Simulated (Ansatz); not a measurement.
Task: a cohesive energy from free atoms of CsH and its free atoms, with Ansatz 0.2.0, Python API. Give the script and its output. Level of theory (first run): LDA, PAW, cutoff 460 eV, Gaussian smearing of 0.02 eV.

Contents of `csh_csh.vasp`:
```text
CsH
1.0
   0.00000000    3.18800000    3.18800000
   3.18800000    0.00000000    3.18800000
   3.18800000    3.18800000    0.00000000
Cs H
1 1
Direct
   0.00000000    0.00000000    0.00000000
   0.50000000    0.50000000    0.50000000
```

Script `cohesive.py`:
```python
"""Binding of CsH against spin-polarised atoms in a box."""

from collections import Counter
import warnings

import ansatz as az
from ase.io import read

CUTOFF = 460
KSPACING = 0.3
FILLING = "gaussian"
SMEARING_WIDTH = 0.02


def counts(outcome):
    return Counter(site.symbol for site in outcome.lattice.sites)

UNPAIRED = {"Cs": 1, "H": 1}  # unpaired electrons of the free atoms


def run_phase(name, crystal):
    calc = (
        crystal.calculation()
        .functional(az.Functional.LDA)
        .basis(CUTOFF)
        .kpoints(spacing=KSPACING)
        .occupations(FILLING, width=SMEARING_WIDTH)
    )
    if name.endswith(" atom"):
        calc = calc.kpoints(1, 1, 1).occupations("fermi_dirac", width=0.01)
        if UNPAIRED[name.split()[0]]:
            calc = calc.spin("collinear")
        return calc.run()
    calc = calc.relax(force_tolerance=0.03, cell=True)
    return calc.run()

warnings.simplefilter("ignore", az.DeckWarning)

phases = {}
atoms = read("csh_csh.vasp", format="vasp")
csh = az.Crystal.from_ase(atoms)
phases["CsH"] = csh
# free atoms: a low-symmetry box, moments by the rule of Hund
for element, moment in UNPAIRED.items():
    phases[f"{element} atom"] = az.Lattice.orthorhombic(10.0, 10.5, 11.0).atom(element, (0.5, 0.5, 0.5), moment=moment or None)

done = {name: run_phase(name, crystal) for name, crystal in phases.items()}

for element in UNPAIRED:
    atom = done[f"{element} atom"].report
    print(f"{element} atom: {atom['energy_sigma0_ev']:.4f} eV, moment {atom['magnetization_mub']:.2f} muB")
solid = done["CsH"]
n = counts(solid)
binding = (sum(k * done[f"{e} atom"].report["energy_sigma0_ev"] for e, k in n.items()) - solid.report["energy_sigma0_ev"]) / sum(n.values())
print(f"cohesive energy {binding:.3f} eV/atom = {96.4853 * binding:.0f} kJ/mol of atoms (no zero-point energy)")
```

```console
$ python cohesive.py
Cs atom: -5504.0897 eV, moment 1.00 muB
H atom: -13.0257 eV, moment 1.00 muB
cohesive energy 1.906 eV/atom = 184 kJ/mol of atoms (no zero-point energy)
```

Caveats:
- Absolute energies stand on the zero of these potentials, so only differences at equal settings mean something.
- The magnetic order follows from the starting moments and needn't be the lowest.
- Energy and stress may still move on a finer k-point mesh.
- The cells come from databases of deposited and of computed structures, and not all need be stable phases.
- Free atoms in a box carry small image and symmetry errors, and spin-orbit coupling is left out.
- Run time: 26 s on 1 thread of Arm Neoverse V1, on a shared host, peak memory 0.9 GiB.
